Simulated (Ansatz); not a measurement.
# SiSCl₃ radical: how energies converge with the basis set

The task here is to estimate one member of a computed series from the others.

Program: Ansatz 0.2.0, Gaussian basis. Level of theory: one geometry, several basis sets. These are calculated values, not measurements.

The runs, in order: PBE0-D4/def2-SVP; ωB97M-V/def2-SVP; PBE0-D4/def2-QZVPP; ωB97M-V/def2-QZVPP; the functionals' def2-TZVPP values are taken from earlier runs.

## The relaxed structure

All runs share one geometry, relaxed beforehand with PBE0-D4 in a triple-zeta def2 set.

SMILES `[S][Si](Cl)(Cl)Cl`, 5 atoms, charge 0, spin multiplicity 2.

Atoms are counted from 1 here; the program's logs count them from 0.

Bond lengths: S1–Si2 2.097 Å, Si2–Cl3 2.032 Å, Si2–Cl4 2.029 Å, Si2–Cl5 2.029 Å. Angles: S1–Si2–Cl3 104.2°, S1–Si2–Cl4 112.6°, S1–Si2–Cl5 112.6°, Cl3–Si2–Cl4 110.0°, Cl3–Si2–Cl5 110.0°, Cl4–Si2–Cl5 107.4°.

Set-up of the first run:

Contents of in.yaml:

```yaml
crystal:
  periodic: [false, false, false]
  atoms:
    - {symbol: S, position_ang: [-0.957708, -0.126041, 1.840653]}
    - {symbol: Si, position_ang: [-0.006642, 0.003745, -0.023666]}
    - {symbol: Cl, position_ang: [1.606381, -1.219432, 0.152065]}
    - {symbol: Cl, position_ang: [-1.189584, -0.622665, -1.548791]}
    - {symbol: Cl, position_ang: [0.597453, 1.890794, -0.461662]}
basis:
  gaussian: {orbitals: def2-SVP}
magnetization: {spin_polarized: true, initial_magnetization: 1}
hamiltonian: {xc: pbe0, dispersion: d4}
output: {orbitals: {seedname: orbitals}}
```

Started as:

```console
ansatz run in.yaml --threads 4 --pin off --events-out ev --progress --plain --max-ram 10444MiB
```

Steps of the session up to this table: PBE0-D4 in def2-SVP; ωB97M-V in def2-SVP; PBE0-D4 in def2-QZVPP; ωB97M-V in def2-QZVPP.

One table of the session follows, with a row left open; its other results are not shown here.

It belongs to the step «Density functionals: the series». 

```
functional       basis  HOMO (eV)  LUMO (eV)
   PBE0-D4    def2-SVP      -7.97      -5.26
   PBE0-D4  def2-TZVPP      -8.07      -5.27
   PBE0-D4  def2-QZVPP      -8.10      -5.29
   ωB97M-V    def2-SVP     -10.13      -3.17
   ωB97M-V  def2-TZVPP     -10.25      -3.27
   ωB97M-V  def2-QZVPP          ?          ?
```

**Question.** Estimate the row for ωB97M-V, def2-QZVPP.

**Answer.** HOMO (eV): -10.30; LUMO (eV): -3.32. In the column «HOMO (eV)» it is the lowest.
